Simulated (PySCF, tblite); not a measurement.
# C5H7NO2: dynamics, then NMR shifts on frames, part 2 of 2

tblite 0.8.0 and PySCF 2.14.0. Atoms count from 0. Earlier steps stand in the parts before.

## (5) Shielding tensors: 625 fs, PBE0/pcSseg-1

Job settings and geometry (Å):

```
{"job": {"kind": "nmr", "xc": "PBE0", "basis": "pcSseg-1", "pop": false}, "charge": 0, "multiplicity": 1}
C      1.564300     1.801900    -0.907200
C      0.688200     1.093100    -0.179500
C     -0.744800     0.888900    -0.376500
O     -1.289000     0.835900    -1.449700
C     -1.374500     0.568700     0.963500
C     -1.703300    -0.973800     0.986400
N     -2.201600    -1.463000    -0.179700
O     -1.365900    -1.634500     1.950300
H      1.224000     2.348500    -1.878300
H      2.545000     1.935700    -0.562100
H      1.102000     0.518000     0.671000
H     -2.287300     1.189300     1.039700
H     -0.693100     0.792200     1.825500
H     -2.571700    -0.936400    -1.031100
H     -2.492600    -2.416700    -0.203200
```

Method: GIAO PBE0/pcSseg-1 NMR shielding, non-relativistic, gas phase.

Log:

```text
coarse grid: 13008 points
cycle   1  E = -399.1198306877  dE =  1.270e+00  |g| = 1.096e+00  |ddm| = 3.494e+00
cycle   2  E = -398.2818376255  dE =  8.380e-01  |g| = 2.349e+00  |ddm| = 3.172e+00
cycle   3  E = -399.3443766690  dE = -1.063e+00  |g| = 2.273e-01  |ddm| = 2.453e+00
cycle   4  E = -399.3540785921  dE = -9.702e-03  |g| = 1.048e-01  |ddm| = 2.338e-01
cycle   5  E = -399.3558973348  dE = -1.819e-03  |g| = 4.635e-02  |ddm| = 9.336e-02
cycle   6  E = -399.3563405467  dE = -4.432e-04  |g| = 9.777e-03  |ddm| = 4.271e-02
cycle   7  E = -399.3563555940  dE = -1.505e-05  |g| = 4.018e-03  |ddm| = 8.792e-03
cycle   8  E = -399.3563587070  dE = -3.113e-06  |g| = 9.660e-04  |ddm| = 3.245e-03
final grid: 127056 points
cycle   9  E = -399.4219681304  dE = -2.921e-06  |g| = 1.559e-02  |ddm| = 2.642e-02
cycle  10  E = -399.4218231558  dE =  1.450e-04  |g| = 3.192e-02  |ddm| = 3.355e-02
cycle  11  E = -399.4220140860  dE = -1.909e-04  |g| = 1.706e-03  |ddm| = 2.371e-02
cycle  12  E = -399.4220147136  dE = -6.276e-07  |g| = 3.702e-04  |ddm| = 1.396e-03
cycle  13  E = -399.4220147401  dE = -2.648e-08  |g| = 1.959e-04  |ddm| = 4.582e-04
cycle  14  E = -399.4220147494  dE = -9.377e-09  |g| = 3.132e-05  |ddm| = 1.763e-04
cycle  15  E = -399.4220147496  dE = -1.628e-10  |g| = 1.625e-05  |ddm| = 3.272e-05
converged SCF energy = -399.4220147496

GIAO shielding tensors (ppm)
atom      isotropic    diamagn.    paramagn.     s11        s22        s33       span
  0 C       49.662     253.987    -204.325    -62.691     43.066    168.612    231.303
  1 C       35.363     262.404    -227.041    -80.996     56.221    130.864    211.860
  2 C      -15.712     251.596    -267.308    -97.870    -51.946    102.681    200.551
  3 O     -269.591     402.830    -672.422   -837.187   -357.508    385.921   1223.108
  4 C      123.287     256.005    -132.719    104.668    119.040    146.152     41.484
  5 C       20.598     247.351    -226.753    -72.410     44.310     89.894    162.303
  6 N      148.826     321.086    -172.261     60.158    177.372    208.948    148.790
  7 O     -107.037     398.463    -505.500   -415.869   -187.903    282.663    698.532
  8 H       24.077      27.897      -3.819     21.329     23.472     27.431      6.101
  9 H       26.018      30.855      -4.837     23.006     25.831     29.218      6.212
 10 H       24.344      33.956      -9.612     20.081     22.961     29.989      9.908
 11 H       28.103      28.828      -0.725     26.332     27.198     30.779      4.446
 12 H       27.167      31.472      -4.305     25.350     26.709     29.443      4.093
 13 H       23.735      30.258      -6.523     16.872     24.561     29.772     12.900
 14 H       27.779      29.738      -1.958     23.320     23.985     36.033     12.713
```

Run time: 36 s. Hardware: 1 thread of Arm Neoverse N1, shared host; peak memory 0.79 GiB.

Key values: δ C2 202.6, C5 166.3, C1 151.6, C0 137.3, H13 7.98, H8 7.64 ppm.

## (6) Nuclear shieldings: 800 fs, PBE0/pcSseg-1

Job settings and geometry (Å):

```
{"job": {"kind": "nmr", "xc": "PBE0", "basis": "pcSseg-1", "pop": false}, "charge": 0, "multiplicity": 1}
C      1.639600     1.041100    -0.073100
C      0.507700     1.006800     0.568200
C     -0.822500     0.968900    -0.178500
O     -0.888400     1.318800    -1.299400
C     -1.892000     0.293200     0.629000
C     -1.537200    -1.225700     0.733400
N     -1.693900    -1.929700    -0.421500
O     -1.565300    -1.828600     1.784400
H      1.637200     1.034300    -1.159500
H      2.640400     0.983000     0.456500
H      0.603600     1.031200     1.663600
H     -2.873500     0.347600     0.155200
H     -1.961900     0.722200     1.653600
H     -1.374300    -1.350600    -1.227400
H     -1.579300    -2.959200    -0.307700
```

Method: GIAO PBE0/pcSseg-1 NMR shielding, non-relativistic, gas phase.

Log:

```text
coarse grid: 13008 points
cycle   1  E = -399.1037334723  dE =  1.362e+00  |g| = 1.122e+00  |ddm| = 3.482e+00
cycle   2  E = -398.2424217808  dE =  8.613e-01  |g| = 2.389e+00  |ddm| = 3.020e+00
cycle   3  E = -399.3383897437  dE = -1.096e+00  |g| = 2.347e-01  |ddm| = 2.307e+00
cycle   4  E = -399.3486141472  dE = -1.022e-02  |g| = 1.130e-01  |ddm| = 2.438e-01
cycle   5  E = -399.3506701092  dE = -2.056e-03  |g| = 4.946e-02  |ddm| = 9.850e-02
cycle   6  E = -399.3511546453  dE = -4.845e-04  |g| = 9.104e-03  |ddm| = 4.353e-02
cycle   7  E = -399.3511678598  dE = -1.321e-05  |g| = 3.844e-03  |ddm| = 7.946e-03
cycle   8  E = -399.3511709088  dE = -3.049e-06  |g| = 8.438e-04  |ddm| = 3.128e-03
final grid: 127056 points
cycle   9  E = -399.4179169204  dE = -1.117e-05  |g| = 1.531e-02  |ddm| = 2.884e-02
cycle  10  E = -399.4177802097  dE =  1.367e-04  |g| = 3.112e-02  |ddm| = 3.161e-02
cycle  11  E = -399.4179610797  dE = -1.809e-04  |g| = 1.816e-03  |ddm| = 2.214e-02
cycle  12  E = -399.4179617919  dE = -7.122e-07  |g| = 3.949e-04  |ddm| = 1.474e-03
cycle  13  E = -399.4179618181  dE = -2.627e-08  |g| = 1.983e-04  |ddm| = 5.031e-04
cycle  14  E = -399.4179618259  dE = -7.723e-09  |g| = 4.799e-05  |ddm| = 1.795e-04
cycle  15  E = -399.4179618263  dE = -3.990e-10  |g| = 2.042e-05  |ddm| = 4.809e-05
converged SCF energy = -399.4179618263

GIAO shielding tensors (ppm)
atom      isotropic    diamagn.    paramagn.     s11        s22        s33       span
  0 C       48.237     256.415    -208.178    -69.621     47.699    166.633    236.254
  1 C       42.728     260.980    -218.252    -76.379     63.458    141.103    217.482
  2 C       -3.259     249.658    -252.917    -89.285    -21.939    101.448    190.733
  3 O     -249.050     401.458    -650.507   -777.474   -339.798    370.123   1147.598
  4 C      126.414     253.450    -127.036    103.480    130.355    145.406     41.926
  5 C       11.148     241.149    -230.001    -90.016     33.108     90.352    180.367
  6 N      136.966     326.841    -189.875     26.347    149.697    234.856    208.509
  7 O     -165.744     398.594    -564.338   -481.509   -279.453    263.731    745.240
  8 H       25.118      31.900      -6.782     21.946     24.836     28.570      6.624
  9 H       24.877      28.572      -3.695     23.016     24.111     27.505      4.489
 10 H       24.476      32.674      -8.199     20.942     23.621     28.864      7.922
 11 H       28.089      28.984      -0.894     25.911     27.415     30.941      5.030
 12 H       27.414      29.755      -2.341     25.694     26.689     29.859      4.166
 13 H       25.912      32.654      -6.742     20.615     27.552     29.568      8.953
 14 H       25.398      29.880      -4.482     21.589     22.855     31.751     10.162
```

Run time: 36 s. Hardware: 1 thread of Arm Neoverse N1, shared host; peak memory 0.79 GiB.

In short: δ C2 190.2, C5 175.8, C1 144.2, C0 138.7, H10 7.24, H9 6.84 ppm.

## (7) Nuclear shieldings: 1000 fs, PBE0/pcSseg-1

Job settings and geometry (Å):

```
{"job": {"kind": "nmr", "xc": "PBE0", "basis": "pcSseg-1", "pop": false}, "charge": 0, "multiplicity": 1}
C      1.828800     1.626000     0.671300
C      0.854400     0.734400     0.492500
C     -0.441900     0.850900    -0.261500
O     -0.563500     1.382700    -1.354000
C     -1.518300     0.254500     0.678500
C     -1.333000    -1.330200     0.429000
N     -2.038000    -1.816600    -0.611300
O     -0.811000    -2.049800     1.226500
H      1.873200     2.500400     0.065400
H      2.465100     1.586000     1.517400
H      0.716300    -0.130100     1.083600
H     -2.518000     0.570000     0.384200
H     -1.211500     0.440200     1.696400
H     -2.598400    -1.115100    -1.099000
H     -2.263000    -2.772100    -0.664300
```

Method: GIAO PBE0/pcSseg-1 NMR shielding, non-relativistic, gas phase.

Log:

```text
coarse grid: 13008 points
cycle   1  E = -399.0919321183  dE =  1.362e+00  |g| = 1.128e+00  |ddm| = 3.494e+00
cycle   2  E = -398.1579162022  dE =  9.340e-01  |g| = 2.474e+00  |ddm| = 3.120e+00
cycle   3  E = -399.3327456268  dE = -1.175e+00  |g| = 2.108e-01  |ddm| = 2.396e+00
cycle   4  E = -399.3414867103  dE = -8.741e-03  |g| = 9.277e-02  |ddm| = 2.143e-01
cycle   5  E = -399.3431792117  dE = -1.693e-03  |g| = 2.748e-02  |ddm| = 6.900e-02
cycle   6  E = -399.3433469211  dE = -1.677e-04  |g| = 7.020e-03  |ddm| = 2.136e-02
cycle   7  E = -399.3433566641  dE = -9.743e-06  |g| = 3.092e-03  |ddm| = 6.591e-03
final grid: 127056 points
cycle   8  E = -399.4101018824  dE = -1.124e-06  |g| = 1.875e-02  |ddm| = 3.920e-02
cycle   9  E = -399.4098987703  dE =  2.031e-04  |g| = 3.781e-02  |ddm| = 3.939e-02
cycle  10  E = -399.4101683592  dE = -2.696e-04  |g| = 2.679e-03  |ddm| = 2.788e-02
cycle  11  E = -399.4101698232  dE = -1.464e-06  |g| = 5.170e-04  |ddm| = 1.944e-03
cycle  12  E = -399.4101698826  dE = -5.941e-08  |g| = 2.152e-04  |ddm| = 5.840e-04
cycle  13  E = -399.4101698928  dE = -1.021e-08  |g| = 7.073e-05  |ddm| = 1.965e-04
cycle  14  E = -399.4101698937  dE = -8.928e-10  |g| = 2.236e-05  |ddm| = 6.777e-05
converged SCF energy = -399.4101698937

GIAO shielding tensors (ppm)
atom      isotropic    diamagn.    paramagn.     s11        s22        s33       span
  0 C       64.157     252.500    -188.343    -39.166     52.792    178.844    218.009
  1 C       35.140     263.275    -228.135    -75.726     35.225    145.922    221.649
  2 C      -18.009     248.428    -266.436   -111.929    -28.909     86.812    198.741
  3 O     -300.617     401.025    -701.642   -861.864   -396.468    356.481   1218.345
  4 C      116.488     256.563    -140.075     90.109    121.497    137.857     47.748
  5 C       18.705     243.748    -225.044    -78.572     48.566     86.119    164.691
  6 N      148.244     323.465    -175.221     53.560    153.952    237.221    183.661
  7 O     -104.633     400.650    -505.282   -382.691   -217.367    286.159    668.850
  8 H       26.032      30.796      -4.764     23.268     25.578     29.250      5.982
  9 H       26.216      29.951      -3.735     24.030     25.518     29.101      5.072
 10 H       24.651      34.946     -10.295     19.035     23.753     31.165     12.130
 11 H       28.259      31.564      -3.305     25.907     28.322     30.548      4.641
 12 H       27.693      31.574      -3.881     24.906     28.944     29.229      4.322
 13 H       26.711      31.589      -4.878     21.367     26.972     31.794     10.427
 14 H       27.306      30.521      -3.214     22.492     24.217     35.209     12.717
```

Run time: 35 s. Hardware: 1 thread of Arm Neoverse N1, shared host; peak memory 0.79 GiB.

Key values: δ C2 204.9, C5 168.2, C1 151.8, C0 122.8, H10 7.07, H8 5.69 ppm.

## (8) Side by side: NMR shifts

Shifts (ppm) of some atoms, chosen among heavy atoms and hydrogens apart, with basis size and wall time:

```csv
frame,C2,C0,H13,H14,O3,O7,N6,functions,time
250 fs,211.8,148.7,8.80,4.11,604.3,424.5,117.0,171,45 s
425 fs,210.1,143.0,6.71,4.32,623.6,481.0,110.5,171,35 s
625 fs,202.6,137.3,7.98,3.94,605.7,443.1,118.9,171,36 s
800 fs,190.2,138.7,5.81,6.32,585.1,501.8,130.8,171,36 s
1000 fs,204.9,122.8,5.01,4.41,636.7,440.7,119.5,171,35 s
```

## (9) Summary of results

The summary covers parts 1 to 2.

| quantity | value |
| --- | --- |
| thermostat | 400 K |
| mean temperature, second half | 410 K |
| mean potential energy above the minimum | 0.73 eV |
| ¹³C shifts against TMS (PBE0/pcSseg-1, 250 fs) | 211.8, 163.3, 148.7, 143.6, 65.2 ppm |
| ¹H shifts against TMS (PBE0/pcSseg-1, 250 fs) | 8.80, 7.37, 7.07, 6.82, 4.61, 4.11, 3.76 ppm |
| ¹⁷O shifts against H2O (PBE0/pcSseg-1, 250 fs) | 604.3, 424.5 ppm |
| ¹⁵N shifts against NH3 (PBE0/pcSseg-1, 250 fs) | 117.0 ppm |
| surface potential, 1st and 99th percentile | -1.89 V and 1.51 V |
| range of the shift of O7 | 424.5 to 501.8 ppm |

**Reading.** In the second half the potential energy averages 0.73 eV above the minimum; equipartition over 39 harmonic modes at 400 K would give 0.67 eV. With 15 atoms the temperature swings widely (141 to 532 K). Shifts at one fixed geometry are not the observed spectrum, which averages over the motion. In the first frame run (250 fs): The largest span, 1185 ppm, is at O3, where the paramagnetic term is -671 ppm. By nearest atom (PBE0/pcSseg-1), the HOMO sits on O7 59 %; C4 11 % and the LUMO on C0, C2 about 25 % each; O3 17 %. In ppm, O7 moves most: its shift spreads over 77.3 ppm, from 424.5 (250 fs) to 501.8 (800 fs).
